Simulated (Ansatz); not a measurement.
Task: a comparison of enthalpies under pressure of two structures of HfN, with Ansatz's Python interface. Give the script and its output. Settings (first run): PBEsol, norm-conserving potentials, the default cutoff (1143 eV here), 6×6×6 k-points, Fermi-Dirac smearing of 0.1 eV.

The script, `run_transition.py`:
```python
import warnings

import ansatz as az
import numpy as np


def zincblende(A, B, a):
    return (
        az.Lattice.fcc(a)
        .space_group(216)
        .atom(A, (0, 0, 0))
        .atom(B, (0.25, 0.25, 0.25))
        .primitive()
    )


def rocksalt(a_site, b_site, a):
    return (
        az.Lattice.fcc(a)
        .space_group(225)
        .atom(a_site, (0, 0, 0))
        .atom(b_site, (0.5, 0.5, 0.5))
        .primitive()
    )


def run_phase(name, crystal, pressure=0.0):
    calc = (
        crystal.calculation()
        .functional("PBEsol")
        .pseudopotentials("nc")
        .accuracy("medium")
        .eigensolver("auto", full_accuracy=True)
        .initial_density(normalization="atom")
        .scf(tolerance=1e-09)
        .kpoints(spacing=0.39)
        .occupations("fermi_dirac", width=0.1)
    )
    calc = calc.relax(force_tolerance=0.01, cell=True, pressure=pressure)
    return calc.run()


def volume_per_atom(outcome):
    return abs(np.linalg.det(outcome.lattice.cell_ang)) / len(outcome.lattice.sites)


def main() -> None:
    warnings.simplefilter("ignore", az.DeckWarning)

    phases = {}
    phases["zincblende"] = zincblende("Hf", "N", 4.91)
    phases["rocksalt"] = rocksalt("Hf", "N", 4.59)

    pressures = [0, 5, 10, 20]
    enthalpy, volume = {name: [] for name in phases}, {name: [] for name in phases}
    for p in pressures:
        for name, crystal in phases.items():
            o = run_phase(name, crystal, pressure=p)
            volume[name].append(volume_per_atom(o))
            enthalpy[name].append(o.report["energy_sigma0_ev"] / len(o.lattice.sites) + p * volume[name][-1] / 160.21766)
    gap = np.array(enthalpy["rocksalt"]) - np.array(enthalpy["zincblende"])
    rows = [(p, va, vb, 1000 * d) for p, va, vb, d in zip(pressures, volume["zincblende"], volume["rocksalt"], gap)]
    print("   P (GPa)  V zincblende (A^3/atom)  V rocksalt (A^3/atom)  H(rocksalt) - H(zincblende) (meV/atom)")
    for row in rows:
        print(f"{row[0]:10d}  {row[1]:23.3f}  {row[2]:21.3f}  {row[3]:+38.1f}")
    crossings = [p0 - g0 * (p1 - p0) / (g1 - g0) for p0, p1, g0, g1 in zip(pressures, pressures[1:], gap, gap[1:]) if g0 * g1 < 0]
    print("crossing near", [round(float(p), 1) for p in crossings], "GPa") if crossings else print("no crossing in this range")


if __name__ == "__main__":
    main()
```

```console
$ python run_transition.py
   P (GPa)  V zincblende (A^3/atom)  V rocksalt (A^3/atom)  H(rocksalt) - H(zincblende) (meV/atom)
         0                   14.369                 11.381                                  -323.2
         5                   14.043                 11.191                                  -414.3
        10                   13.752                 11.016                                  -501.4
        20                   13.242                 10.704                                  -665.8
no crossing in this range
```

Caveats:
- The settings weren't tested for convergence.
- No spin polarisation was allowed.
- At a fixed pressure a relaxation lowers the enthalpy F + PV, while F alone can rise.
- For the metals among these phases the mesh is modest: differences between phases can be off by up to 40 meV an atom.
- The program warned that this SCF threshold is loose for forces or stresses.
- Spin-orbit coupling, which matters for elements this heavy, is left out.
- Only these two structures are compared, at zero temperature and with their symmetry kept; either may be hypothetical, and another phase may be lower than both. Differences under about 40 meV an atom lie within the error of mesh and functional.
- The cells are prototypes set up for this calculation and needn't exist.
- The script silences the warnings on its input, which a real study should read.
- Run time: 2.1 min on 1 thread of Arm Neoverse V1, with other jobs on the host, peak memory 0.4 GiB.

(Lines on the test bed's own set-up are left out of the output.)
